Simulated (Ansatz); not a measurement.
# MnRh: the cost of one run

Computed with Ansatz 0.2.0 (DFT, PAW plane waves, r2scan, unless a step's input says otherwise).

### Step 1. The structure to begin with

The structure is cubic, space group Pm-3m (No. 221). The conventional cell has a = 3.044 Å, b = 3.044 Å, c = 3.044 Å, α = 90.00°, β = 90.00°, γ = 90.00°. Mn (site symmetry m-3m) has 8 Rh at 2.64 Å as nearest neighbours. Rh (site symmetry m-3m) is surrounded by 8 Mn at 2.64 Å.

As a file:

```xyz
4
Lattice="6.0880 0.0000 0.0000 0.0000 3.0440 0.0000 0.0000 0.0000 3.0440" Properties=species:S:1:pos:R:3 pbc="T T T"
Mn    0.0000    0.0000    0.0000
Rh    1.5220    1.5220    1.5220
Mn    3.0440    0.0000    0.0000
Rh    4.5660    1.5220    1.5220
```

### Step 2. A run

Contents of input.yaml:

```yaml
crystal:
  lattice:
    - [6.088, 0.0, 0.0]
    - [0.0, 3.044, 0.0]
    - [0.0, 0.0, 3.044]
  atoms:
    - { symbol: Mn, position: [0.0, 0.0, 0.0], spin: 4.5 }
    - { symbol: Rh, position: [0.25, 0.5, 0.5] }
    - { symbol: Mn, position: [0.5, 0.0, 0.0], spin: 4.5 }
    - { symbol: Rh, position: [0.75, 0.5, 0.5] }
  symmetry: { tolerance: 0.0003 }
hamiltonian:
  xc: r2scan
  pseudopotentials: { kind: paw, azcp: { folder: soft_1 } }
basis:
  ecutwfc: 500
magnetization:
  spin_polarized: true
scf:
  occupations: { method: fermi_dirac, width: 0.05 }
kpoints:
  mp_grid: { grid: [5, 10, 10], shift: [0, 0, 0] }
output:
  forces: true
  stress: true
  eigenvalues: true
  write_density: true
  write_potential: true
  elf: true
  volumetric_format: npy
```

On the command line:

```
$ ansatz run input.yaml --threads 2 --pin off --max-ram 5632MiB --backend cpu --events-out ev --progress --plain --runs-dir out
```

Q: Estimate wall time and peak memory on 2 threads of Arm Neoverse V2, shared host.

About 35 s, with a peak of 0.67 GiB.
